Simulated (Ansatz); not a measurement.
Consider a formation energy from the elements of ScAl2 and its elements (Ansatz's Python interface).

`formation_scal2.py`
```python
'''Formation energy of ScAl2 from the elements, after relaxing atoms and volume at fixed cell shape.'''

from collections import Counter

import ansatz
import numpy as np

PHASES = {
    'ScAl2': (
        [(0.0, 3.777653, 3.777653), (3.777653, 0.0, 3.777653), (3.777653, 3.777653, 0.0)],
        [
            ('Sc', (0.5, 0.5, 0.5)),
            ('Sc', (0.75, 0.75, 0.75)),
            ('Al', (0.125, 0.125, 0.125)),
            ('Al', (0.625, 0.125, 0.125)),
            ('Al', (0.125, 0.625, 0.125)),
            ('Al', (0.125, 0.125, 0.625)),
        ],
    ),
    'Sc': (
        [(3.309, 0.0, 0.0), (-1.6545, 2.865678, 0.0), (0.0, 0.0, 5.2733)],
        [
            ('Sc', (1 / 3, 2 / 3, 0.25)),
            ('Sc', (2 / 3, 1 / 3, 0.75)),
        ],
    ),
    'Al': (
        [(0.0, 2.024805, 2.024805), (2.024805, 0.0, 2.024805), (2.024805, 2.024805, 0.0)],
        [
            ('Al', (0.0, 0.0, 0.0)),
        ],
    ),
}


def build(vectors, sites):
    crystal = ansatz.Crystal(lattice=ansatz.Lattice.of(vectors))
    for symbol, position in sites:
        crystal = crystal.atom(symbol, position)
    return crystal


def compute(name, crystal):
    calc = (
        crystal.calculation()
        .functional(ansatz.Functional.R2SCAN)
        .basis(500)
        .mixing('msr1', ndim=8, beta=0.2)
        .kpoints(spacing=0.39)
        .occupations('fermi_dirac', width=0.05)
        .stress()
    )
    calc = calc.relax(force_tolerance=0.03, max_steps=40, fix_cell=['shape'])
    return calc.run(threads=1)


def counts(outcome):
    return Counter(site.symbol for site in outcome.lattice.sites)

def formation_energy(outcome, mu):
    n = counts(outcome)
    return (outcome.report['energy_sigma0_ev'] - sum(k * mu[element] for element, k in n.items())) / sum(n.values())


def volume_per_atom(outcome):
    return abs(np.linalg.det(outcome.lattice.cell_ang)) / len(outcome.lattice.sites)

phases = {name: build(*cell) for name, cell in PHASES.items()}

done = {name: compute(name, crystal) for name, crystal in phases.items()}

# chemical potentials of the elements at zero temperature
references = {'Sc': 'Sc', 'Al': 'Al'}
mu = {element: done[name].report['energy_sigma0_ev'] / len(done[name].lattice.sites) for element, name in references.items()}

target = done['ScAl2']
heat = formation_energy(target, mu)
for element, value in mu.items():
    print(f'mu({element}) = {value:.4f} eV from {references[element]}, {volume_per_atom(done[references[element]]):.2f} A^3/atom')
print(f'formation energy of ScAl2: {heat:.4f} eV/atom = {96.4853 * heat:.1f} kJ/mol of atoms')
```

Is ScAl2 bound against its elements at this level, and by how much?

The formation energy is -0.528 eV an atom (-50.9 kJ per mole of atoms), so ScAl2 lies below the reference phases.

What the script printed:

Running `python formation_scal2.py` prints:
```text
mu(Sc) = -2140.5745 eV from Sc, 24.90 A^3/atom
mu(Al) = -540.4625 eV from Al, 15.88 A^3/atom
formation energy of ScAl2: -0.5280 eV/atom = -50.9 kJ/mol of atoms
```

The settings weren't tested for convergence. The run is spin-unpolarised. For the metals among these phases the mesh is modest: differences between phases can be off by up to 40 meV an atom. Atoms and volume are relaxed with the cell's shape held, which in cells of lower than cubic symmetry can hide stresses and shift volumes. The cells come from databases of deposited and of computed structures, and not all need be stable phases. The compound is the structure given, not necessarily its lowest; energies are at zero temperature, with no correction for gases. A semilocal functional's error on such energies is often 0.05 to 0.1 eV an atom, and 0.1 to 0.3 eV against gases such as O2 or F2. It ran for 21 s on 1 thread of Arm Neoverse V2 (shared host), peak memory 0.69 GiB.

(Lines on the test bed's own set-up are left out of the output.)
